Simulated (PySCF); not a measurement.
# YCl3(NH3): other functionals and bases at one geometry

Aim: see how levels, charges and forces of YCl3(NH3) depend on the level of theory. It is a constructed species; whether it can be made isn't addressed.

Method: several levels, as the steps say, no spin–orbit coupling; program: PySCF 2.14.0.

1 further run of the same task is left out (for a known fault of the program).

## (1) Where the work starts

8 atoms, charge 0, spin multiplicity 1.

Bond lengths: Y1–Cl2 2.467 Å, Y1–Cl3 2.467 Å, Y1–Cl4 2.467 Å, Y1–N5 2.425 Å, N5–H6 1.022 Å, N5–H7 1.022 Å, N5–H8 1.022 Å. Angles: Cl2–Y1–Cl3 119.4°, Cl2–Y1–Cl4 119.4°, Cl2–Y1–N5 94.4°, Cl3–Y1–Cl4 119.4°, Cl3–Y1–N5 94.4°, Cl4–Y1–N5 94.4°, Y1–N5–H6 112.3°, Y1–N5–H7 112.3°, Y1–N5–H8 112.3°, H6–N5–H7 106.5°, H6–N5–H8 106.5°, H7–N5–H8 106.5°.

As a file:

```
Y     0.00381   -0.00381    0.00381
Cl    1.11792    1.89403    1.11792
Cl   -1.89403   -1.11792    1.11792
Cl    1.11792   -1.11792   -1.89403
N    -1.39642    1.39642   -1.39642
H    -2.00632    2.00632   -0.84745
H    -0.84745    2.00632   -2.00632
H    -2.00632    0.84745   -2.00632
```

Formal oxidation states: Y +3. An earlier session relaxed this geometry at PBE0, Y def2-SVP with ECP28, Cl def2-SVP, N def2-SVP, H def2-SVP (singlet, point group C3v).

At PBE0 on the finer grid: E = -1474.802934 Eh, HOMO -8.44 eV, LUMO -1.06 eV, Mulliken charge on Y1 +0.73 e, largest force component 0.031 eV/Å. 

Levels to run: TPSS; r2SCAN; PBE0, TZVP. Hardware: 2 threads of Arm Neoverse V2, shared host.

## (2) TPSS

run.py (the lines that set the calculation) reads:

```python
mol = gto.M(atom='''
Y      0.00381    -0.00381     0.00381
Cl     1.11792     1.89403     1.11792
Cl    -1.89403    -1.11792     1.11792
Cl     1.11792    -1.11792    -1.89403
N     -1.39642     1.39642    -1.39642
H     -2.00632     2.00632    -0.84745
H     -0.84745     2.00632    -2.00632
H     -2.00632     0.84745    -2.00632''',
    basis={'Y': 'def2-SVP', 'Cl': 'def2-SVP', 'N': 'def2-SVP', 'H': 'def2-SVP'},
    ecp={'Y': 'def2-SVP'},
    charge=0, spin=0)
mf = dft.RKS(mol, xc='TPSS')
mf.grids.atom_grid = (75, 302)
mf = mf.density_fit()  # fitting sets: Y def2-universal-JKFIT, Cl def2-universal-JKFIT, N def2-universal-JKFIT, H def2-universal-JKFIT
mf.conv_tol = 1e-08; mf.max_cycle = 55
mf.kernel(dm0)  # dm0: the density of the relaxed state
```

On the command line:

```bash
$ OMP_NUM_THREADS=2 python run.py
```

## (3) r2SCAN

run.py (the lines that set the calculation), as its differences from that of step 2:

```diff
@@ -12,3 +12,3 @@
     charge=0, spin=0)
-mf = dft.RKS(mol, xc='TPSS')
+mf = dft.RKS(mol, xc='R2SCAN')
 mf.grids.atom_grid = (75, 302)
```

## (4) PBE0, TZVP

Basis: Y def2-TZVP with ECP28, Cl def2-TZVP, N def2-TZVP, H def2-TZVP. 

run.py (the lines that set the calculation), as its differences from that of step 3:

```diff
@@ -9,6 +9,6 @@
 H     -2.00632     0.84745    -2.00632''',
-    basis={'Y': 'def2-SVP', 'Cl': 'def2-SVP', 'N': 'def2-SVP', 'H': 'def2-SVP'},
-    ecp={'Y': 'def2-SVP'},
+    basis={'Y': 'def2-TZVP', 'Cl': 'def2-TZVP', 'N': 'def2-TZVP', 'H': 'def2-TZVP'},
+    ecp={'Y': 'def2-TZVP'},
     charge=0, spin=0)
-mf = dft.RKS(mol, xc='R2SCAN')
+mf = dft.RKS(mol, xc='PBE0')
 mf.grids.atom_grid = (75, 302)
@@ -16,2 +16,2 @@
 mf.conv_tol = 1e-08; mf.max_cycle = 55
-mf.kernel(dm0)  # dm0: the density of the relaxed state
+mf.kernel(dm0)  # dm0: free metal ions and neutral atoms
```

Before running it: what results should come out? Wanted: for each run, HOMO; gap; charge on Y1; dipole; largest force.

The runs gave:

| level | state | HOMO (eV) | gap (eV) | charge on Y1 (e) | dipole (D) | largest force (eV/Å) | basis functions | time |
| --- | --- | --- | --- | --- | --- | --- | --- | --- |
| PBE0 (relaxed here) | singlet | -8.44 | 7.37 | 0.73 | 5.27 | 0.03 | 114 | 21 s |
| TPSS | singlet | -7.19 | 5.65 | 0.69 | 5.23 | 0.17 | 114 | 9.2 s |
| r2SCAN | singlet | -7.44 | 6.13 | 0.75 | 5.28 | 0.06 | 114 | 8.7 s |
| PBE0, TZVP | singlet | -8.57 | 7.35 | 1.18 | 5.10 | 0.22 | 200 | 16 s |

Times are on 2 threads of Arm Neoverse V2, shared host; the first row also made further properties.

In one basis the HOMO–LUMO gap runs from 5.65 eV (TPSS) to 7.37 eV (PBE0). The largest leftover force, 0.22 eV/Å with PBE0, TZVP, stands at a geometry relaxed at another level. The Mulliken charge on Y spans +0.69 to +1.18 e over the levels. Total energies of different levels can't be compared. Spin–orbit coupling is left out throughout.
